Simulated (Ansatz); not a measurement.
# Ge₂C (triplet): the correlation ladder, cc-pVTZ

An exercise on one series of results from a longer session: the logs are not shown, and one member is left open.

Method: cc-pVTZ, core rule «outside noble gas», up to 29 orbitals frozen; program: Ansatz 0.2.0, Gaussian basis.

To be run: UHF; CCSD(T) on ROHF; CCSD(T) on UHF; BCCD(T) on ROHF; CCSDT(Q) on ROHF; CCSDT(Q) on UHF.

2 further runs of the same task are left out: 1 that didn't finish, 1 set aside as unsound or not needed.

### The geometry

The geometry is a PBE0/def2-TZVP stationary point (not a proven minimum) of the parent state, kept for this charge and spin. No spin-orbit coupling is included. The filled d shell of Ge may be among the frozen orbitals whatever the setting's name suggests; the logs give the count.

3 atoms, charge 0, spin multiplicity 3.

Atoms are counted from 1 here; the program's logs count them from 0.

Bond lengths: Ge1–C2 1.768 Å, C2–Ge3 1.768 Å. Angles: Ge1–C2–Ge3 180.0°.

Set-up of the first run:

File in.yaml:

```yaml
crystal:
  periodic: [false, false, false]
  atoms:
    - {symbol: Ge, position_ang: [0.000000, 0.000000, 1.767500]}
    - {symbol: C, position_ang: [0.000000, 0.000000, 0.000000]}
    - {symbol: Ge, position_ang: [0.000000, 0.000000, -1.767500]}
basis:
  gaussian: {orbitals: cc-pVTZ}
magnetization: {spin_polarized: true, initial_magnetization: 2}
hamiltonian: {xc: hf}
output: {orbitals: {seedname: orbitals}}
```

The run is started by

```bash
ansatz run in.yaml --threads 1 --pin off --events-out ev --progress --plain --max-ram 4096MiB --backend cpu
```

Steps of the session up to this table: UHF; CCSD(T) on ROHF; CCSD(T) on UHF; BCCD(T) on ROHF; CCSDT(Q) on ROHF; CCSDT(Q) on UHF.

One table of the session follows, with a row left open; its other results are not shown here.

```
   method  from RCCSDT(Q) (kcal/mol)
     ROHF                    +210.94
      UHF                    +206.98
     RMP2                     +32.18
     UMP2                     +32.84
    RCCSD                     +14.63
    UCCSD                     +14.41
 RCCSD(T)                      +2.93
 UCCSD(T)                      +2.88
  BCCD(T)                      +2.87
   RCCSDT                          ?
   UCCSDT                      +1.43
RCCSDT(Q)                          0
UCCSDT(Q)                      -0.03
```

Q: Estimate the row for RCCSDT from the others.

As computed: from RCCSDT(Q) (kcal/mol): +1.49. In the column «from RCCSDT(Q) (kcal/mol)» it lies between UCCSDT (+1.43) and BCCD(T) (+2.87).

Caveats from the session: Restricted and unrestricted rows rest on different reference determinants; where their highest levels disagree by more than a few hundredths of an eV, they describe different states and don't form one ladder.
